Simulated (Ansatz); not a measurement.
# BFH₄O₂Si: small, medium and large basis sets

The task here is to estimate one member of a computed series from the others.

Computed with Ansatz 0.2.0, Gaussian basis. Level: one geometry, several basis sets.

Levels to be run: PBE0-D4/def2-SVP; ωB97M-V/def2-SVP; PBE0-D4/def2-QZVPP; ωB97M-V/def2-QZVPP; the functionals' def2-TZVPP values are taken from earlier runs.

**Structure used throughout**

The geometry comes from an earlier relaxation with PBE0-D4 in a triple-zeta def2 set; it is a stationary point, not always the lowest conformer.

9 atoms, charge 0, spin multiplicity 1.

Atoms are counted from 1 here; the program's logs count them from 0.

Bond lengths: O1–Si2 1.653 Å, O1–H6 0.958 Å, Si2–B3 2.035 Å, Si2–H7 1.484 Å, Si2–H8 1.493 Å, B3–O4 1.347 Å, B3–F5 1.342 Å, O4–H9 0.965 Å. Angles: Si2–O1–H6 117.1°, O1–Si2–B3 110.9°, O1–Si2–H7 106.4°, O1–Si2–H8 111.4°, B3–Si2–H7 111.6°, B3–Si2–H8 108.7°, H7–Si2–H8 107.8°, Si2–B3–O4 121.6°, Si2–B3–F5 119.7°, O4–B3–F5 118.7°, B3–O4–H9 113.7°.

Set-up of the first run:

Contents of in.yaml:

```yaml
crystal:
  periodic: [false, false, false]
  atoms:
    - {symbol: O, position_ang: [1.152495, 0.650068, 1.702950]}
    - {symbol: Si, position_ang: [0.837636, -0.439796, 0.500221]}
    - {symbol: B, position_ang: [-0.701493, 0.193996, -0.670946]}
    - {symbol: O, position_ang: [-0.967976, -0.381619, -1.858983]}
    - {symbol: F, position_ang: [-1.488497, 1.196945, -0.250389]}
    - {symbol: H, position_ang: [0.401036, 1.098109, 2.092888]}
    - {symbol: H, position_ang: [2.093272, -0.579781, -0.278072]}
    - {symbol: H, position_ang: [0.493293, -1.781609, 1.056345]}
    - {symbol: H, position_ang: [-1.731266, -0.002612, -2.311113]}
basis:
  gaussian: {orbitals: def2-SVP}
hamiltonian: {xc: pbe0, dispersion: d4}
output: {orbitals: {seedname: orbitals}}
```

Started as:

```console
$ ansatz run in.yaml --threads 2 --pin off --events-out ev --progress --plain --max-ram 4352MiB
```

Steps of the session up to this table: PBE0-D4 in def2-SVP; ωB97M-V in def2-SVP; PBE0-D4 in def2-QZVPP; ωB97M-V in def2-QZVPP.

One table of the session follows, with a row left open; its other results are not shown here.

It belongs to the step «Density functionals: the series». 

| functional | basis | HOMO (eV) | LUMO (eV) |
| --- | --- | --- | --- |
| PBE0-D4 | def2-SVP | -7.99 | -0.28 |
| PBE0-D4 | def2-TZVPP | -8.21 | -0.54 |
| PBE0-D4 | def2-QZVPP | -8.25 | -0.60 |
| ωB97M-V | def2-SVP | -10.19 | 1.83 |
| ωB97M-V | def2-TZVPP | -10.44 | 1.45 |
| ωB97M-V | def2-QZVPP | ? | ? |

Estimate the missing values for ωB97M-V, def2-QZVPP.

As computed: HOMO (eV): -10.48; LUMO (eV): 1.22. In the column «HOMO (eV)» it is the lowest.
